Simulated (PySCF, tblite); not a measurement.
# C6H12OSi2: geometry, infrared bands and NMR shifts

What infrared bands and NMR shifts should C6H12OSi2 (`C#C/C=C\C[SiH2]CO[SiH3]`) show?

Programs: tblite 0.8.0 and PySCF 2.14.0, with density-fitted response routines of our own. Each step states its level of theory. These are calculated values for one molecule in the gas phase, unless marked as measured. Atoms count from 0, in the outputs and in this text.

### 1 Starting geometry

21 atoms, charge 0, multiplicity 1; geometry from: force field or distance geometry start.

Bonds of the start (Å): C0–C1 1.20, C1–C2 1.42, C2–C3 1.36, C3–C4 1.50, C4–Si5 1.89, Si5–C6 1.88, C6–O7 1.44, O7–Si8 1.67, C0–H9 1.07, C2–H10 1.08, C3–H11 1.09, C4–H12 1.09, C4–H13 1.09, Si5–H14 1.49, Si5–H15 1.48, C6–H16 1.09, C6–H17 1.10, Si8–H18 1.49, Si8–H19 1.48, Si8–H20 1.49.

### 2 Geometry optimisation with GFN2-xTB

The job: settings as JSON, then the geometry in Å.

```
{"job": {"kind": "relax", "xc": "GFN2-xTB", "basis": "xTB"}, "charge": 0, "multiplicity": 1}
C      1.676700     0.692900     2.365700
C      2.078800     0.201400     1.347300
C      2.586900    -0.402000     0.169700
C      2.146000    -0.066500    -1.070900
C      1.119100     0.971800    -1.409600
Si    -0.538300     0.289800    -1.994800
C     -1.442500    -0.558500    -0.576000
O     -1.789600     0.291800     0.531000
Si    -2.514300    -0.395800     1.863100
H      1.291100     1.142200     3.262600
H      3.338500    -1.165700     0.275600
H      2.595900    -0.598800    -1.904100
H      1.533300     1.591000    -2.212100
H      0.945900     1.657300    -0.583500
H     -1.370800     1.399100    -2.546700
H     -0.311500    -0.685200    -3.081900
H     -2.355500    -0.999900    -0.988000
H     -0.802300    -1.383700    -0.217400
H     -2.726300     0.649800     2.904800
H     -1.644400    -1.467900     2.399800
H     -3.825500    -0.969800     1.464900
```

The run is started by

```console
$ OMP_NUM_THREADS=1 python probes_run.py task.json out
```

The driver reads the jobs from task.json and runs them one after another.

**Question.** This job is followed by: GFN2-xTB harmonic vibrations, gas phase; GIAO PBE0/pcSseg-1 NMR shielding, non-relativistic, gas phase. What will the session give for the following? strongest single infrared mode (GFN2-xTB); zero-point energy (GFN2-xTB); ¹³C shifts against TMS (PBE0/pcSseg-1); ¹H shifts against TMS (PBE0/pcSseg-1, means over atoms taken as alike); ²⁹Si shifts against TMS (PBE0/pcSseg-1); ¹⁷O shifts against H2O (PBE0/pcSseg-1).

The runs gave:

```
                                                              quantity                                         value
                             strongest single infrared mode (GFN2-xTB)                         2201 cm⁻¹, 393 km/mol
                                          zero-point energy (GFN2-xTB)                                 94.0 kcal/mol
                                ¹³C shifts against TMS (PBE0/pcSseg-1)      153.1, 113.6, 95.2, 85.8, 53.2, 18.6 ppm
¹H shifts against TMS (PBE0/pcSseg-1, means over atoms taken as alike)  6.41, 5.72, 4.88, 4.18, 3.68, 3.00, 2.50 ppm
                               ²⁹Si shifts against TMS (PBE0/pcSseg-1)                              -34.3, -43.3 ppm
                                ¹⁷O shifts against H2O (PBE0/pcSseg-1)                                     -12.6 ppm
```

What this shows: Relaxing lowered the energy by 0.308 eV in 108 steps; the close pair that moved most is O7–Si8, from 1.665 to 1.617 Å. No mode is imaginary among the 57: a minimum at this level. The strongest single mode, at 2201 cm⁻¹, moves mainly H20. GFN2-xTB is a fitted tight-binding method: band positions and strengths are rough. Its intensities can rank the bands wrongly. At PBE0/pcSseg-1: The widest tensor belongs to C1: span 293 ppm, with a paramagnetic part of -158 ppm.
